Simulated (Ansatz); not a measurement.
# H4InOP: vertical ionisation energy

One table from this session's results is given with a row withheld; the runs are named, their logs left out.

Method: unrestricted cation, the program's frozen cores in correlated methods; program: Ansatz 0.2.0, Gaussian basis.

Plan: UKS PBE-D4/def2-TZVPP; UKS r2SCAN-D4/def2-TZVPP; UKS PBE0-D4/def2-TZVPP; UKS B3LYP-D4/def2-TZVPP; UKS wB97X-V/def2-TZVPP; UKS wB97M-V/def2-TZVPP; UKS B2PLYP/def2-TZVPP; UHF-CCSD(T)/def2-TZVPP; UHF-MP2/def2-QZVPP; extrapolation to the limit; then −ε(HOMO) from the neutral's earlier runs with LDA (SPW92), PBE-D4, revPBE-D4, BLYP-D4, r2SCAN-D4, B97M-V, PBE0-D4, B3LYP-D4, r2SCANh-D4, r2SCAN0-D4, HSE06-D4, BHLYP-D4, CAM-B3LYP-D4, LC-ωPBE, ωB97X-V, ωB97M-V.

### The relaxed structure

An earlier PBE0-D4 in a triple-zeta def2 set relaxation fixed the geometry. In takes the def2 core potential; no spin-orbit term is included.

7 atoms, charge 0, spin multiplicity 1.

Atoms are counted from 1 here; the program's logs count them from 0.

Bond lengths: O1–P2 1.670 Å, O1–H4 0.960 Å, P2–In3 2.503 Å, P2–H5 1.430 Å, In3–H6 1.723 Å, In3–H7 1.728 Å. Angles: P2–O1–H4 109.0°, O1–P2–In3 100.9°, O1–P2–H5 100.1°, In3–P2–H5 92.3°, P2–In3–H6 120.5°, P2–In3–H7 117.4°, H6–In3–H7 122.0°.

The first run:

in.yaml reads:

```yaml
crystal:
  periodic: [false, false, false]
  atoms:
    - {symbol: O, position_ang: [-1.844520, 0.146896, 0.079173]}
    - {symbol: P, position_ang: [-0.622820, -0.369954, -0.935491]}
    - {symbol: In, position_ang: [1.396882, 0.365878, 0.345930]}
    - {symbol: H, position_ang: [-2.634261, 0.311762, -0.441857]}
    - {symbol: H, position_ang: [-0.483656, -1.722147, -0.492232]}
    - {symbol: H, position_ang: [1.278244, 1.623236, 1.517978]}
    - {symbol: H, position_ang: [2.910131, -0.355671, -0.073501]}
basis:
  gaussian: {orbitals: def2-TZVPP}
total_charge: 1
magnetization: {spin_polarized: true, initial_magnetization: 1}
hamiltonian: {xc: pbe, dispersion: d4}
```

Steps of the session up to this table: Cation, UKS PBE-D4/def2-TZVPP; Cation, UKS r2SCAN-D4/def2-TZVPP; Cation, UKS PBE0-D4/def2-TZVPP; Cation, UKS B3LYP-D4/def2-TZVPP; Cation, UKS wB97X-V/def2-TZVPP; Cation, UKS wB97M-V/def2-TZVPP; Cation, UKS B2PLYP (frozen core)/def2-TZVPP; Cation, UHF-CCSD(T)/def2-TZVPP; Cation, UHF-MP2/def2-QZVPP.

One of the session's tables, all rows but one given; the rest of the session is left out.

It belongs to the step «Ionisation energies side by side». Orbital estimates, from the neutral's runs:

```
  functional  −ε(HOMO) (eV)
 LDA (SPW92)           5.62
      PBE-D4              ?
   revPBE-D4           5.42
     BLYP-D4           5.33
   r2SCAN-D4           5.67
      B97M-V           5.73
     PBE0-D4           6.50
    B3LYP-D4           6.31
  r2SCANh-D4           6.05
  r2SCAN0-D4           6.63
    HSE06-D4           6.11
    BHLYP-D4           7.41
CAM-B3LYP-D4           7.72
     LC-ωPBE           8.99
     ωB97X-V           8.67
     ωB97M-V           8.52
```

Estimate the missing values for PBE-D4.

**Answer.** −ε(HOMO) (eV): 5.47. In the column «−ε(HOMO) (eV)» it lies between revPBE-D4 (5.42) and LDA (SPW92) (5.62).
